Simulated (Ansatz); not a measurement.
# NbCuS2: the cost of one run

Method: DFT PBE+U (U_eff = 8 eV on Nb d), plane waves, PAW, in Ansatz 0.2.0.

3 further runs of the same task are left out: 3 that didn't finish.

**1. The structure to begin with**

Symmetry: R-3m, No. 166, trigonal system. Conventional cell: a = 3.676 Å, b = 3.676 Å, c = 20.018 Å, α = 90.00°, β = 90.00°, γ = 120.00°. Around Cu (site symmetry -3m) lie 6 S at 2.92 Å. Nb (site symmetry -3m) has 6 S at 2.51 Å as nearest neighbours. S (site symmetry 3m) is surrounded by 3 Nb at 2.51 Å and 3 Cu at 2.92 Å.

Structure file:

```
Cu Nb S
1.0
     1.83799    1.06117    6.67262
    -1.83799    1.06117    6.67262
     0.00000   -2.12233    6.67262
Cu Nb S
1 1 2
Direct
  0.50000 0.50000 0.50000
  0.00000 0.00000 0.00000
  0.26670 0.26670 0.26670
  0.73330 0.73330 0.73330
```

Magnetic order typed: ferromagnetic.

An earlier series on this cell reached its lowest free state from «natural orbitals of the symmetric run, filled by rank», perhaps among other starts.

**2. Random orbitals: drawn by pairs, first filling**

Input file input.yaml:

```yaml
crystal:
  lattice:
    - [1.83799371, 1.06116616, 6.67261853]
    - [-1.83799371, 1.06116616, 6.67261853]
    - [0.0, -2.12233232, 6.67261853]
  atoms:
    - { symbol: Cu, position: [0.5, 0.5, 0.5] }
    - { symbol: Nb, position: [0.0, 0.0, 0.0], spin: 2.0 }
    - { symbol: S, position: [0.2667, 0.2667, 0.2667] }
    - { symbol: S, position: [0.7333, 0.7333, 0.7333] }
basis:
  ecutwfc: 420
  ecutrho_ratio: 4
kpoints:
  mp_grid: { grid: [6, 6, 6] }
hamiltonian:
  xc: pbe
  hubbard:
    sites:
      - { site: 1, l: d, u_eff: 8.0, starting_ns: [{ spin: up, occupation_matrix: s1up }, { spin: down, occupation_matrix: s1down }] }
    occupation_matrices:
      s1up:
        matrix:
          - [0.02, 0.0, 0.0, 0.0, 0.0]
          - [0.0, 0.02, 0.0, 0.0, 0.0]
          - [0.0, 0.0, 0.97, 0.0, 0.0]
          - [0.0, 0.0, 0.0, 0.02, 0.0]
          - [0.0, 0.0, 0.0, 0.0, 0.97]
      s1down:
        matrix:
          - [0.02, 0.0, 0.0, 0.0, 0.0]
          - [0.0, 0.02, 0.0, 0.0, 0.0]
          - [0.0, 0.0, 0.02, 0.0, 0.0]
          - [0.0, 0.0, 0.0, 0.02, 0.0]
          - [0.0, 0.0, 0.0, 0.0, 0.02]
    ns_hold: until_converged
scf:
  occupations: { method: gaussian, width: 0.05 }
  lower_state_search: "off"
  max_iter: 150
output:
  forces: true
  stress: true
  eigenvalues: true
  populations: true
  hubbard: { sites: [{ site: 1, l: d }] }
magnetization:
  spin_polarized: true
```

The typed matrices put 0.97 on the chosen orbitals and 0.02 on the others, and are held until the SCF converges, then released.

Launch:

```sh
ansatz run input.yaml --threads 2 --pin off --max-ram 3072MiB --backend cpu --events-out ev --progress --plain --runs-dir out
```

**Question.** How long does this run take on 2 threads of Arm Neoverse N1, shared host, and how much memory does it need?

About 86 s, with a peak of 0.62 GiB.
